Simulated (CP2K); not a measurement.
Crystal: Ta3AsAu2O13.

```
Ta As Au O
1.0
     5.72386    0.00000    0.00000
     1.29464    6.25668    0.00000
     0.26816    1.30982    8.36637
Ta As Au O
3 1 2 13
Direct
  0.21713 0.30521 0.58431
  0.03325 0.11123 0.99855
  0.58248 0.62145 0.50482
  0.58707 0.89691 0.83049
  0.58004 0.09228 0.18613
  0.04485 0.82077 0.44682
  0.66201 0.69726 0.71088
  0.51632 0.13418 0.69625
  0.85098 0.88773 0.91932
  0.34466 0.87003 0.94651
  0.73015 0.29240 0.03095
  0.24622 0.21809 0.11075
  0.12900 0.09398 0.49104
  0.48032 0.38887 0.43499
  0.05966 0.26685 0.78594
  0.93330 0.53240 0.45645
  0.49975 0.85161 0.34971
  0.25256 0.62988 0.62473
  0.91878 0.95175 0.22636
```

The cell was built by a generator and needn't be a form met in nature.

Base run:

- Program: CP2K 2026.2
- Functional: PBE
- Potentials or basis: GTH_POTENTIALS Ta GTH-PBE-q13, As GTH-PBE-q5, Au GTH-PBE-q11, O GTH-PBE-q6; DZVP-MOLOPT-SR-GTH basis
- Density cutoff: 8163 eV
- k mesh: 4 × 4 × 3
- Occupations: fermi-dirac, width 0.05 eV
- Spin: no spin polarisation

Its results: band gap on the k mesh 1.31 eV, indirect (least direct gap 1.34 eV); pressure 0.7 GPa.

Problem. The run is repeated on the same cell with these changes: dispersion from none to D3(BJ). What comes out?

Solution. Band gap on the k mesh 1.31 eV, indirect (least direct gap 1.34 eV); pressure -1.0 GPa.

Dispersion adds attraction, which lowers the pressure at fixed volume and, as a term added to the energy, leaves the levels alone.

Caveats: spin-orbit coupling is left out, which moves the levels of the heavy elements; an odd mesh through Γ misses points on the zone boundary, where band edges often lie; the basis of atomic orbitals isn't converged, which shifts pressures, moduli and gaps.
